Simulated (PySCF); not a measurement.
# PbN: changing the method

Aim: see what other levels and later steps give for PbN.

Program: PySCF 2.14.0. Level of theory: each script names its method and basis. These are calculated values, not measurements.

6 further runs of the same task are left out: 1 for a known fault of the program, 5 that didn't finish.

### 1 Starting geometry

PbN: 2 atoms, charge 0, spin multiplicity 2.

Bond lengths: Pb1–N2 1.845 Å.

### 2 Base script

input.py

```python
from pyscf import gto, dft

mol = gto.M(
    atom='Pb 0 0 0; N 0 0 1.845',
    basis='def2-tzvp',
    ecp={'Pb': 'def2-tzvp'},
    charge=0,
    spin=1,
    verbose=4,
)
mf = dft.UKS(mol, xc='pbe')
mf.kernel()
mf.dip_moment()
print('orbital energies (hartree):', [e[max(0, n-3):n+3].round(4) for e, n in zip(mf.mo_energy, mol.nelec)])
```

Started as:

```bash
> OMP_NUM_THREADS=1 python input.py
```

### 3 Gradient

Variant 1 changes step after the SCF: none → gradient.

input.py, as its differences from that of step 2:

```diff
@@ -12,2 +12,5 @@
 mf.kernel()
+g = mf.nuc_grad_method()
+g.grid_response = True
+g.kernel()
 mf.dip_moment()
```

### 4 MP2 (UHF)

Variant 2 changes step after the SCF: none → mp2; SCF type: UKS → UHF; functional: pbe → none (Hartree–Fock); frozen orbitals: none → 5.

input.py, as its differences from that of step 2:

```diff
@@ -1,2 +1,2 @@
-from pyscf import gto, dft
+from pyscf import gto, scf, mp
 
@@ -10,4 +10,5 @@
 )
-mf = dft.UKS(mol, xc='pbe')
+mf = scf.UHF(mol)
 mf.kernel()
+mp.MP2(mf, frozen=5).kernel()
 mf.dip_moment()
```

### 5 Pbesol

Variant 3 changes functional: pbe → pbesol.

input.py, as its differences from that of step 2:

```diff
@@ -10,3 +10,3 @@
 )
-mf = dft.UKS(mol, xc='pbe')
+mf = dft.UKS(mol, xc='pbesol')
 mf.kernel()
```

### 6 Pw6b95

Variant 4 changes functional: pbe → pw6b95.

input.py, as its differences from that of step 2:

```diff
@@ -10,3 +10,3 @@
 )
-mf = dft.UKS(mol, xc='pbe')
+mf = dft.UKS(mol, xc='pw6b95')
 mf.kernel()
```

### 7 CASCI (ROHF)

Variant 5 changes step after the SCF: none → casci; SCF type: UKS → ROHF; functional: pbe → none (Hartree–Fock); active space: none → 5 electrons in 6 orbitals.

input.py

```python
from pyscf import gto, scf, mcscf

mol = gto.M(
    atom='Pb 0 0 0; N 0 0 1.845',
    basis='def2-tzvp',
    ecp={'Pb': 'def2-tzvp'},
    charge=0,
    spin=1,
    verbose=4,
)
mf = scf.ROHF(mol)
mf.kernel()
mc = mcscf.CASCI(mf, 6, 5)
mc.kernel()
mc.analyze()
mf.dip_moment()
print('orbital energies (hartree):', mf.mo_energy[..., max(0, mol.nelec[1]-3):mol.nelec[0]+3].round(4))
```

### 8 Hcth407

Variant 6 changes functional: pbe → hcth407.

input.py, as its differences from that of step 2:

```diff
@@ -10,3 +10,3 @@
 )
-mf = dft.UKS(mol, xc='pbe')
+mf = dft.UKS(mol, xc='hcth407')
 mf.kernel()
```

What does the calculation give? Wanted: for each run, E(SCF); from base; gap, α spin; SCF dipole; after the SCF.

**Answer**, as computed:

```tsv
run	E(SCF) (hartree)	from base (eV)	cycles	gap, α spin (eV)	SCF dipole (D)	after the SCF
base	-247.496719	0	14	3.60	3.59	n/a
gradient	-247.496719	0.0000	14	3.60	3.59	n/a
MP2 (UHF)	-246.163180	not comparable	18	9.70	4.28	MP2 correlation -15.963 eV, core frozen
pbesol	-247.086936	not comparable	13	3.67	3.56	n/a
pw6b95	-247.670750	not comparable	14	5.74	3.85	n/a
CASCI (ROHF)	-246.159681	not comparable	13	n/a	4.52	CASCI correlation -0.932 eV
hcth407	-248.068662	not comparable	14	3.72	3.57	n/a
```

What this shows: The α-spin gap between the frontier levels is 3.6 eV with pbe (0 % exact exchange) and 5.7 eV with pw6b95 (28 %): exact exchange opens it. A lower total energy from another functional means nothing by itself.
